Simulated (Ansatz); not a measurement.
# C2H6OSSi: the cost of one run

Method: RKS PBE0-D4/STO-3G, in Ansatz 0.2.0.

### Step 1. Starting point

Bond lengths: C1–C2 1.506 Å, C2–S3 1.666 Å, C2–Si4 1.878 Å, Si4–O5 1.707 Å, C1–H6 1.133 Å, C1–H7 1.046 Å, C1–H8 1.094 Å, Si4–H9 1.425 Å, Si4–H10 1.540 Å, O5–H11 0.947 Å. Angles (14 of 16 angles, heavy atoms first): C1–C2–S3 120.9°, C1–C2–Si4 122.0°, S3–C2–Si4 117.1°, C2–Si4–O5 112.9°, C2–C1–H6 108.7°, C2–C1–H7 115.0°, C2–C1–H8 106.7°, C2–Si4–H9 113.2°, C2–Si4–H10 107.2°, O5–Si4–H9 111.1°, O5–Si4–H10 105.4°, Si4–O5–H11 112.6°, H6–C1–H7 110.4°, H6–C1–H8 103.5°.

As a file:

```xyz
11

C     0.0837   -0.6028    1.6567
C     0.2824   -0.6056    0.1639
S     0.8125   -1.9734   -0.6265
Si   -0.0302    0.9212   -0.8845
O    -0.6823    0.5519   -2.4178
H     0.3244    0.4310    2.0527
H     0.6293   -1.3281    2.1774
H    -0.9926   -0.6981    1.8304
H     1.1123    1.7651   -1.0019
H    -1.1118    1.7520   -0.1687
H    -0.3623   -0.2702   -2.7610
```

### Step 2. End point A

Input file input.yaml:

```yaml
crystal:
  periodic: [false, false, false]
  atoms:
    - { symbol: C, position_ang: [0.0837, -0.6028, 1.6567] }
    - { symbol: C, position_ang: [0.2824, -0.6056, 0.1639] }
    - { symbol: S, position_ang: [0.8125, -1.9734, -0.6265] }
    - { symbol: Si, position_ang: [-0.0302, 0.9212, -0.8845] }
    - { symbol: O, position_ang: [-0.6823, 0.5519, -2.4178] }
    - { symbol: H, position_ang: [0.3244, 0.431, 2.0527] }
    - { symbol: H, position_ang: [0.6293, -1.3281, 2.1774] }
    - { symbol: H, position_ang: [-0.9926, -0.6981, 1.8304] }
    - { symbol: H, position_ang: [1.1123, 1.7651, -1.0019] }
    - { symbol: H, position_ang: [-1.1118, 1.752, -0.1687] }
    - { symbol: H, position_ang: [-0.3623, -0.2702, -2.761] }
basis:
  gaussian: { orbitals: STO-3G }
hamiltonian:
  xc: pbe0
  dispersion: d4
relax:
  f_tol: 0.015
  max_steps: 40
```

Run with:

```console
ansatz run input.yaml --threads 1 --pin off --max-ram 2048MiB --backend cpu --events-out ev --progress --plain --runs-dir out
```

**Question.** How long does this run take on 1 thread of Intel Xeon at 2.50GHz (Skylake/Cascade Lake), shared host, and how much memory does it need?

About 85 s, with a peak of 0.16 GiB.
